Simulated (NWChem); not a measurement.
# C8H10 (ethylbenzene): levels of theory compared

We compute a comparison of 3 runs (HF/STO-3G, HF/3-21G, B3LYP/6-31G*) of C8H10 (ethylbenzene). 

Program for the calculation: NWChem 7.3.0.

## Step 1: The system as given

C8H10: 18 atoms, total charge 0, spin state singlet. SMILES: `CCc1ccccc1`. The shape is that of a PBE0-D4/def2-TZVP optimisation. This is one conformer, not always the lowest.

Some bond lengths: C1–C2 1.525 Å, C2–C3 1.501 Å, C3–C4 1.392 Å, C4–C5 1.386 Å, C5–C6 1.387 Å, C6–C7 1.387 Å, C3–C8 1.392 Å, C7–C8 1.386 Å, C1–H9 1.093 Å, C1–H10 1.093 Å, C1–H11 1.093 Å, C2–H12 1.094 Å, C2–H13 1.094 Å, C4–H14 1.086 Å, C5–H15 1.084 Å, C6–H16 1.084 Å. Some angles: C1–C2–C3 112.3°, C2–C3–C4 120.8°, C2–C3–C8 120.8°, C4–C3–C8 118.3°, C3–C4–C5 121.0°, C4–C5–C6 120.1°, C5–C6–C7 119.5°, C6–C7–C8 120.1°, C3–C8–C7 121.0°, C1–C2–H12 109.5°.

## Step 2: Energy and forces at HF/STO-3G (run 1)

test.nw

```
start test
title "C8H10"
memory 2200 mb

geometry units angstroms noautosym nocenter noautoz
  C        2.478500       0.173600      -0.482700
  C        1.451700      -0.937500      -0.287200
  C        0.076800      -0.400000      -0.014700
  C       -0.799900      -0.120500      -1.058800
  C       -2.053200       0.418900      -0.813500
  C       -2.452400       0.688700       0.487000
  C       -1.589500       0.412900       1.537200
  C       -0.337500      -0.126800       1.285500
  H        2.541500       0.805800       0.406200
  H        3.471700      -0.237200      -0.679300
  H        2.202800       0.814500      -1.323600
  H        1.424800      -1.570200      -1.179500
  H        1.762700      -1.579100       0.542800
  H       -0.495900      -0.333800      -2.079200
  H       -2.723100       0.624700      -1.641000
  H       -3.433200       1.107100       0.681600
  H       -1.894600       0.614400       2.558000
  H        0.331100      -0.344200       2.112900
end

basis spherical bse
  * library STO-3G
end

scf
  thresh 1e-08
  maxiter 80
end

task scf gradient
```

The run is started by

```console
nwchem test.nw > test.out
```

Log:

```text
[...]
  functions       =    50
[...]
  wavefunction    = RHF
[...]
         Total SCF energy =   -305.054478870552
      One-electron energy =  -1090.906375969299
      Two-electron energy =    444.170784624263
 Nuclear repulsion energy =    341.681112474484
        Time for solution =      8.3s
[...]
                         RHF ENERGY GRADIENTS
    atom               coordinates                        gradient
                 x          y          z           x          y          z
   1 C       4.683686   0.328056  -0.912171   -0.014848  -0.017551   0.002874
   2 C       2.743315  -1.771618  -0.542729   -0.010962   0.028123   0.002277
   3 C       0.145131  -0.755890  -0.027779    0.022139  -0.009765  -0.004382
   4 C      -1.511592  -0.227712  -2.000842   -0.000052   0.000319   0.003062
   5 C      -3.879985   0.791606  -1.537292    0.000524   0.000506   0.000516
   6 C      -4.634364   1.301454   0.920297    0.000295  -0.000046  -0.000122
   7 C      -3.003719   0.780268   2.904887    0.000208   0.000542  -0.000532
   8 C      -0.637783  -0.239617   2.429243   -0.001070   0.000135  -0.002781
   9 H       4.802739   1.522741   0.767607    0.000135   0.003926   0.004071
  10 H       6.560562  -0.448243  -1.283691    0.005486  -0.001286  -0.001088
  11 H       4.162688   1.539182  -2.501241   -0.001402   0.003979  -0.003813
[...]
```

Run time: 10 s. Hardware: 1 thread of Intel Xeon Platinum 8488C (Sapphire Rapids), shared host; peak memory 0.096 GiB.

## Step 3: Energy and forces at HF/3-21G (run 2)

sp.xyz

```xyz
18

C      2.478500     0.173600    -0.482700
C      1.451700    -0.937500    -0.287200
C      0.076800    -0.400000    -0.014700
C     -0.799900    -0.120500    -1.058800
C     -2.053200     0.418900    -0.813500
C     -2.452400     0.688700     0.487000
C     -1.589500     0.412900     1.537200
C     -0.337500    -0.126800     1.285500
H      2.541500     0.805800     0.406200
H      3.471700    -0.237200    -0.679300
H      2.202800     0.814500    -1.323600
H      1.424800    -1.570200    -1.179500
H      1.762700    -1.579100     0.542800
H     -0.495900    -0.333800    -2.079200
H     -2.723100     0.624700    -1.641000
H     -3.433200     1.107100     0.681600
H     -1.894600     0.614400     2.558000
H      0.331100    -0.344200     2.112900
```

sp.nw

```
start sp
memory stack 880 mb heap 220 mb global 1100 mb
charge 0

geometry units angstroms noautosym nocenter noautoz
 load format xyz sp.xyz
end

basis spherical bse
 * library 3-21G
end

scf
 thresh 1e-08
 maxiter 80
 noprint "final vectors analysis"
end

task scf gradient
```

The run is started by

```console
nwchem sp.nw > sp.out
```

Log:

```text
[...]
  functions       =    92
[...]
  wavefunction    = RHF
[...]
         Total SCF energy =   -307.058819148658
      One-electron energy =  -1090.546451229195
      Two-electron energy =    441.806519606053
 Nuclear repulsion energy =    341.681112474484
        Time for solution =     11.6s
[...]
                         RHF ENERGY GRADIENTS
    atom               coordinates                        gradient
                 x          y          z           x          y          z
   1 C       4.683686   0.328056  -0.912171   -0.010014  -0.013828   0.001940
   2 C       2.743315  -1.771618  -0.542729   -0.002755   0.020260   0.000622
   3 C       0.145131  -0.755890  -0.027779    0.011602  -0.007066  -0.002295
   4 C      -1.511592  -0.227712  -2.000842   -0.002292   0.001513   0.005780
   5 C      -3.879985   0.791606  -1.537292    0.003503  -0.000805   0.003789
   6 C      -4.634364   1.301454   0.920297    0.004988  -0.002014  -0.001032
   7 C      -3.003719   0.780268   2.904887    0.001727  -0.000752  -0.004735
   8 C      -0.637783  -0.239617   2.429243   -0.004203   0.001359  -0.004453
   9 H       4.802739   1.522741   0.767607    0.000625   0.003820   0.004400
  10 H       6.560562  -0.448243  -1.283691    0.004951  -0.001674  -0.000985
  11 H       4.162688   1.539182  -2.501241   -0.001065   0.003875  -0.004298
[...]
```

It took 14 s on 1 thread of Intel Xeon Platinum 8488C (Sapphire Rapids), shared host; peak memory 0.097 GiB.

## Step 4: Energy and forces at B3LYP/6-31G(d) (Cartesian functions) (run 3)

a.nw

```
echo
start a
memory total 2200 mb

geometry units angstrom noautosym nocenter noautoz
  C     2.478500    0.173600   -0.482700
  C     1.451700   -0.937500   -0.287200
  C     0.076800   -0.400000   -0.014700
  C    -0.799900   -0.120500   -1.058800
  C    -2.053200    0.418900   -0.813500
  C    -2.452400    0.688700    0.487000
  C    -1.589500    0.412900    1.537200
  C    -0.337500   -0.126800    1.285500
  H     2.541500    0.805800    0.406200
  H     3.471700   -0.237200   -0.679300
  H     2.202800    0.814500   -1.323600
  H     1.424800   -1.570200   -1.179500
  H     1.762700   -1.579100    0.542800
  H    -0.495900   -0.333800   -2.079200
  H    -2.723100    0.624700   -1.641000
  H    -3.433200    1.107100    0.681600
  H    -1.894600    0.614400    2.558000
  H     0.331100   -0.344200    2.112900
end

basis cartesian
  * library 6-31G*
end

dft
  xc b3lyp
  grid fine
  convergence energy 1e-08
  maxiter 100
  mulliken
end

task dft gradient
```

The run is started by

```console
nwchem a.nw > a.out
```

Log, shortened:

```text
[...]
          Wavefunction type:  closed shell.
          No. of atoms     :    18
          No. of electrons :    58
[...]
          Charge           :     0
          Spin multiplicity:     1
[...]
          AO basis - number of functions:   140
[...]
              XC Information
              --------------
                         B3LYP Method XC Potential
                     Hartree-Fock (Exact) Exchange  0.200
                        Slater Exchange Functional  0.800 local
                    Becke 1988 Exchange Functional  0.720 non-local
              Lee-Yang-Parr Correlation Functional  0.810
                  VWN I RPA Correlation Functional  0.190 local
[...]
 d= 0,ls=0.0,diis     1   -310.8014545069 -6.52D+02  6.06D-03  8.25D-01     6.6
[...]
 d= 0,ls=0.0,diis    10   -310.8794205031 -1.55D-09  1.80D-07  4.91D-10    58.7
         Total DFT energy =     -310.879420503113
      One electron energy =    -1094.446028995513
           Coulomb energy =      489.075119855316
    Exchange-Corr. energy =      -47.189623837400
 Nuclear repulsion energy =      341.681112474484
[...]
      Total Density - Mulliken Population Analysis
     ---------------------------------------------
[...]
  wavefunction    = closed shell
                         DFT ENERGY GRADIENTS
    atom               coordinates                        gradient
                 x          y          z           x          y          z
   1 C       4.683686   0.328056  -0.912171   -0.003534  -0.002614   0.000718
   2 C       2.743315  -1.771618  -0.542729   -0.000594   0.004493   0.000127
   3 C       0.145131  -0.755890  -0.027779   -0.001432   0.001364   0.000304
   4 C      -1.511592  -0.227712  -2.000842   -0.001275   0.001204   0.006620
   5 C      -3.879985   0.791606  -1.537292    0.004553  -0.001430   0.005538
   6 C      -4.634364   1.301454   0.920297    0.006339  -0.002698  -0.001298
   7 C      -3.003719   0.780268   2.904887    0.002036  -0.001369  -0.006757
   8 C      -0.637783  -0.239617   2.429243   -0.003576   0.001093  -0.005620
   9 H       4.802739   1.522741   0.767607   -0.000480  -0.001480  -0.001702
  10 H       6.560562  -0.448243  -1.283691   -0.002429   0.000624   0.000473
  11 H       4.162688   1.539182  -2.501241    0.000199  -0.001486   0.001721
[...]
```

It took 71 s on 1 thread of Intel Xeon Platinum 8488C (Sapphire Rapids), shared host; peak memory 0.13 GiB.

## Step 5: The series

| run | level | Cartesian functions | iteration cap | energy (Eh) | dipole moment (D) | HOMO energy (eV) | LUMO energy (eV) | wall time |
| --- | --- | --- | --- | --- | --- | --- | --- | --- |
| 1 | HF/STO-3G | no | 80 | -305.054479 | 0.28 | -7.31 | 7.37 | 10 s |
| 2 | HF/3-21G | no | 80 | -307.058819 | 0.30 | – | – | 14 s |
| 3 | B3LYP/6-31G* (Cartesian functions) | yes | 100 | -310.879421 | 0.28 | -6.44 | 0.19 | 71 s |

## Step 6: Results

```
                       quantity          value
            run 3: total energy  -310.87942 Eh
           run 3: dipole moment         0.28 D
             run 3: HOMO energy       -6.44 eV
             run 3: LUMO energy        0.19 eV
           run 3: HOMO–LUMO gap        6.63 eV
run 3: largest force on an atom     0.376 eV/Å
```

The dipole moment (its size) runs from 0.28 D (B3LYP/6-31G*) to 0.30 D (HF/3-21G). The two ends differ in method and basis. In run 1 the basis is minimal, so the values are rough. All runs together took 95 s, the longest 71 s.
